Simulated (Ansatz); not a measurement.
# LiY3 (Fm-3m) in Ansatz: reference runs

Reference runs on LiY3: the cell as given and a disturbed copy.

Program: Ansatz 0.2.0. These are calculated values, not measurements. Logs are shortened: lines on timing, memory, paths and dates and some standing lists are left out, and cuts for length are marked.

## (1) The crystal as given

It takes space group Fm-3m (No. 225, cubic). The conventional cell has a = 7.800 Å, b = 7.800 Å, c = 7.800 Å, α = 90.00°, β = 90.00°, γ = 90.00°. Y (site symmetry m-3m) is surrounded by 8 Y at 3.38 Å. Y (site symmetry -43m) is surrounded by 4 Li at 3.38 Å and 4 Y at 3.38 Å. Around Li (site symmetry m-3m) lie 8 Y at 3.38 Å.

The cell comes from a database or a generator and needn't be the stable form of this composition.

## (2) Single point, PBE

File input.yaml:

```yaml
crystal:
  lattice:
    - [0.0, 3.899852, 3.899852]
    - [3.899852, 0.0, 3.899852]
    - [3.899852, 3.899852, 0.0]
  atoms:
    - { symbol: "Y", position: [0.5, 0.5, 0.5] }
    - { symbol: "Y", position: [0.75, 0.75, 0.75] }
    - { symbol: "Y", position: [0.25, 0.25, 0.25] }
    - { symbol: Li, position: [0.0, 0.0, 0.0] }
hamiltonian:
  xc: pbe
  pseudopotentials: { kind: paw }
kpoints:
  mp_grid: { grid: [6, 6, 6] }
scf:
  occupations: { method: fermi_dirac, width: 0.05 }
output:
  forces: true
  stress: true
  eigenvalues: true
  write_density: true
  write_potential: true
  elf: true
  volumetric_format: npy
```

Potentials or basis: Ansatz PAW.

Launch:

```
$ ansatz run input.yaml --threads 2 --pin off --max-ram 5120MiB --backend cpu --events-out ev --progress --plain --runs-dir out
```

The program printed:

```text
Warning: RAYON_NUM_THREADS=2 ignored (pool sized by the plan → 2); use --threads N
Engine: ansatz 0.2.0, aarch64-unknown-linux-gnu
Pseudopotentials: kind: paw
Pseudopotential: Y, paw, valence charge 11, recommended cutoff 420 eV (normal), Y.paw.azcp
Pseudopotential: Li, paw, valence charge 3, recommended cutoff 420 eV (normal), Li.paw.azcp
Functional definition: PBE
  parameter kappa = 0.804
  parameter beta = 0.06672455060314922
  exchange = pbe_x(kappa = kappa, mu = beta*pi^2/3)
  correlation = pbe_c(beta = beta)
Crystal: 4 atoms, lattice volume = 118.624 Å³
Basis set: ecut = 420 eV, 2277 PW (Γ), exchange–correlation on 80×80×80 points (8 copies of the dense FFT grid, shifted against one another)
Bands: 22, of which v1, the nominal top of the filled ones, is band 18 counted from 1 (17 counted from 0)
Symmetry: 48 space group operations
Space group: Fm-3m (ITA 225), of the structure as read, at distance tolerance 4.9e-5 Å
k-points: 16 of 216
Non-local potential: Y, projectors of the file, l = 0: 3, l = 1: 2, l = 2: 2, l = 3: 1
Non-local potential: Li, projectors of the file, l = 0: 3, l = 1: 2, l = 2: 1
PAW form: soft (Blöchl's): semilocal exchange-correlation on the pseudo side does not see the compensation charge
PAW one-centre angular grid: Y, 590 points (default); XC on 64 Gauss nodes
PAW one-centre angular grid: Li, 110 points (default); XC on 64 Gauss nodes
Initial density: superposition of atomic densities (neutral atoms: chi_scale 0, normalization atom), corrected by the library's trained network
Initial wavefunctions: pseudopotential atomic-orbital guess
Functional: x = pbe(κ = 0.804, μ = 0.2195149727645171), c = pbe(β = 0.06672455060314922)
SCF iter   1: F=—  HF=-11749.951263 eV  |F-HF|=—  |Δ(HF+E_count)|=         —  Δρ=2.79e-3  dr2=1.15e-2  ethr=1.77e-3  ⟨swp⟩=5.2  Hψ=1467  notcnv=0
preconditioner: auto → Kerker (q_TF=auto, 2.237 Å⁻¹)  [metal: Δε(μ)=0.047 eV  Ē_g=1.852 eV  σ=0.050 eV  W_gap=0.23  n_scr=14 (ndim 8)  ℏωp=10.8 eV  f_vac=0.000  D(μ)=4.18/eV (n_scr^D=26)]
SCF iter   2: F=—  HF=-11749.948701 eV  |F-HF|=—  |Δ(HF+E_count)|=   2.56e-3  Δρ=1.62e-3  dr2=3.59e-3  ethr=3.21e-5  ⟨swp⟩=2.1  Hψ=662  notcnv=0
SCF iter   3: F=—  HF=-11749.948704 eV  |F-HF|=—  |Δ(HF+E_count)|=   3.17e-6  Δρ=2.81e-4  dr2=1.73e-4  ethr=9.97e-6  ⟨swp⟩=2.0  Hψ=434  notcnv=0
SCF iter   4: F=—  HF=-11749.948680 eV  |F-HF|=—  |Δ(HF+E_count)|=   2.47e-5  Δρ=7.28e-5  dr2=1.07e-5  ethr=4.81e-7  ⟨swp⟩=2.0  Hψ=434  notcnv=0
SCF iter   5: F=—  HF=-11749.948683 eV  |F-HF|=—  |Δ(HF+E_count)|=   3.16e-6  Δρ=2.19e-5  dr2=8.12e-7  ethr=2.99e-8  ⟨swp⟩=2.0  Hψ=429  notcnv=0
SCF iter   6: F=-11749.948683 eV  HF=-11749.948683 eV  |F-HF|=7.62e-9  |Δ(HF+E_count)|=   3.10e-8  Δρ=5.36e-6  dr2=4.70e-8  ethr=2.78e-10  ⟨swp⟩=8.3  Hψ=2224  notcnv=0
SCF 1 converged in 6 iterations: F = -11749.948683 eV  dr2 = 4.70e-8
SCF converged after 6 iterations
Free energy (F): -11749.948683 eV
Harris-Foulkes:  -11749.948683 eV  (|F-HF|=7.62e-9)
Internal energy: -11749.912920 eV  (E = F + TS)
E sigma→0 (E₀):  -11749.930802 eV
Entropy (-TS):   -0.035762 eV (-8.941 meV/atom)
Fermi energy:    7.980842 eV
--- Per-component energies (eV) ---
  E_band       = -486.363054
  E_kinetic    = 934.197771
  E_local      = -2114.588067  (includes V_loc(G=0)·N_el)
  E_nonlocal   = 117.989413
  E_hartree    = 678.383992
  E_xc         = -528.454720
  E_vxc        = -608.023869  (∫ρ·V_xc dr)
  E_paw        = -8497.226465  (= ΣΔE_a)
  E_vpaw       = -172.702509  (= ΣTr[D̂ρ^β])
  E_aug_tail   = 0.000022  (compensation charges beyond the density's cutoff)
  E_ewald      = -2340.214866
  E_smearing   = -0.035762  (= −TS)
  E_closure    = 0.000000  (closes the sum)
  Σ components = -11749.948683   (vs F -11749.948683, Δ=0.00e0)
--- Forces (eV/Å), atoms counted from 1 ---
  atom   1  Y      0.00000000    -0.00000000    -0.00000000
  atom   2  Y      0.00000000     0.00000000     0.00000000
  atom   3  Y      0.00000000     0.00000000     0.00000000
  atom   4  Li     0.00000000    -0.00000000     0.00000000
  max |Σ_I F_I| component: 5.20e-18 eV/Å
--- Stress (GPa, compression-positive) ---
        0.004816       0.000000      -0.000000
        0.000000       0.004816      -0.000000
       -0.000000      -0.000000       0.004816
  P = ⅓ Tr σ = 0.0048 GPa (0.048 kbar)
--- Band table (eV; the first three rows and the last of 16) ---
  k-point 0: bands = ["-37.6621", "-34.9757", "-34.9344", "-34.7591", "-15.0372", "-15.0372", "-15.0372", "-14.9931", "-14.9931", "-14.9931", "-14.6658", "-14.6658", "-14.6658", "3.4640", "7.0634", "7.0634", "7.5581", "7.5581", "7.5581", "8.4946", "8.4946", "8.4946"]
  k-point 1: bands = ["-37.6621", "-34.9710", "-34.9358", "-34.7624", "-15.0773", "-15.0647", "-15.0647", "-14.9703", "-14.9703", "-14.9352", "-14.6857", "-14.6610", "-14.6610", "3.7227", "7.0808", "7.0808", "7.3765", "7.7764", "7.7764", "8.2391", "8.4445", "8.4445"]
  k-point 2: bands = ["-37.6620", "-34.9599", "-34.9400", "-34.7696", "-15.0965", "-15.0965", "-15.0834", "-14.9482", "-14.9482", "-14.9155", "-14.7032", "-14.6511", "-14.6511", "4.4367", "6.7150", "7.2083", "7.2083", "7.8877", "8.1318", "8.1318", "8.4348", "8.4348"]
  k-point 15: bands = ["-37.6620", "-34.9471", "-34.9434", "-34.7793", "-15.1922", "-15.1355", "-15.0153", "-15.0039", "-14.8719", "-14.8655", "-14.7247", "-14.6533", "-14.6321", "5.9460", "6.3774", "6.3823", "6.5148", "8.2027", "8.2034", "8.4900", "8.5380", "9.0428"]
```

Wall time 1.6 s (2 threads of Arm Neoverse V1, shared host); peak memory 0.38 GiB.

Results:

```yaml
Free_energy: -11749.9487 eV
Pressure: 0.0 GPa
Band_gap_on_the_k_mesh: none (metal or under the smearing width)
```

Levels at points of the mesh, in eV from the Fermi level:
| k point | band 14 | band 15 | band 16 | band 17 | band 18 | band 19 | band 20 | band 21 | band 22 |
| --- | --- | --- | --- | --- | --- | --- | --- | --- | --- |
| (0.00, 0.00, 0.00) | -4.52 | -0.92 | -0.92 | -0.42 | -0.42 | -0.42 | 0.51 | 0.51 | 0.51 |
| (0.00, 0.00, -0.50) | -2.77 | -2.11 | -0.67 | -0.67 | -0.04 | 0.24 | 0.24 | 0.58 | 0.58 |
| (0.00, -0.50, -0.50) | -2.27 | -1.71 | -1.46 | -1.39 | 0.40 | 0.47 | 0.47 | 0.69 | 0.69 |

## (3) Single point, PBE (atoms moved at random, drawn with an rms of 0.05 Å)

File input.yaml:

```yaml
crystal:
  lattice:
    - [0.0, 3.899852, 3.899852]
    - [3.899852, 0.0, 3.899852]
    - [3.899852, 3.899852, 0.0]
  atoms:
    - { symbol: "Y", position: [0.497213, 0.504979, 0.496385] }
    - { symbol: "Y", position: [0.754511, 0.754453, 0.742652] }
    - { symbol: "Y", position: [0.24629, 0.241955, 0.257419] }
    - { symbol: Li, position: [0.005722, -0.00036, -0.012697] }
hamiltonian:
  xc: pbe
  pseudopotentials: { kind: paw }
kpoints:
  mp_grid: { grid: [6, 6, 6] }
scf:
  occupations: { method: fermi_dirac, width: 0.05 }
output:
  forces: true
  stress: true
  eigenvalues: true
```

Potentials or basis: Ansatz PAW.

Launch:

```
$ ansatz run input.yaml --threads 2 --pin off --max-ram 5120MiB --backend cpu --events-out ev --progress --plain --runs-dir out
```

Run time: 10 s. Hardware: 2 threads of Arm Neoverse V1, shared host; peak memory 0.5 GiB.

Results (log left out):

| Item | Value |
| --- | --- |
| Free energy | -11749.9374 eV |
| Pressure | 0.0 GPa |
| Largest force | 0.234 eV/Å |
| Band gap on the k mesh | none (metal or under the smearing width) |

Forces on the atoms (eV/Å):
```
Y   -0.037  0.095 -0.052
Y   -0.002 -0.028 -0.097
Y   -0.034 -0.123  0.196
Li   0.072  0.057 -0.047
```

Stress tensor (GPa, compression positive):
```
 0.02 -0.22  0.06
-0.22  0.02  0.00
 0.06  0.00  0.07
```

Levels at points of the mesh, in eV from the Fermi level:
| k point | band 15 | band 16 | band 17 | band 18 | band 19 | band 20 | band 21 | band 22 |
| --- | --- | --- | --- | --- | --- | --- | --- | --- |
| (0.00, 0.00, 0.00) | -0.92 | -0.91 | -0.43 | -0.42 | -0.41 | 0.48 | 0.52 | 0.55 |
| (0.00, 0.00, -0.50) | -2.09 | -0.69 | -0.67 | 0.04 | 0.30 | 0.33 | 0.57 | 0.63 |
| (0.00, -0.50, 0.00) | -2.13 | -0.68 | -0.65 | -0.09 | 0.17 | 0.21 | 0.54 | 0.60 |
| (0.00, -0.50, -0.50) | -1.70 | -1.46 | -1.39 | 0.38 | 0.47 | 0.49 | 0.69 | 0.70 |
| (-0.50, 0.00, 0.00) | -2.12 | -0.69 | -0.65 | -0.07 | 0.18 | 0.23 | 0.54 | 0.61 |
| (-0.50, 0.00, -0.50) | -1.70 | -1.46 | -1.39 | 0.39 | 0.48 | 0.49 | 0.69 | 0.70 |
| (-0.50, -0.50, 0.00) | -1.70 | -1.46 | -1.39 | 0.38 | 0.49 | 0.50 | 0.68 | 0.71 |
| (-0.50, -0.50, -0.50) | -2.10 | -0.69 | -0.66 | 0.00 | 0.25 | 0.30 | 0.55 | 0.63 |
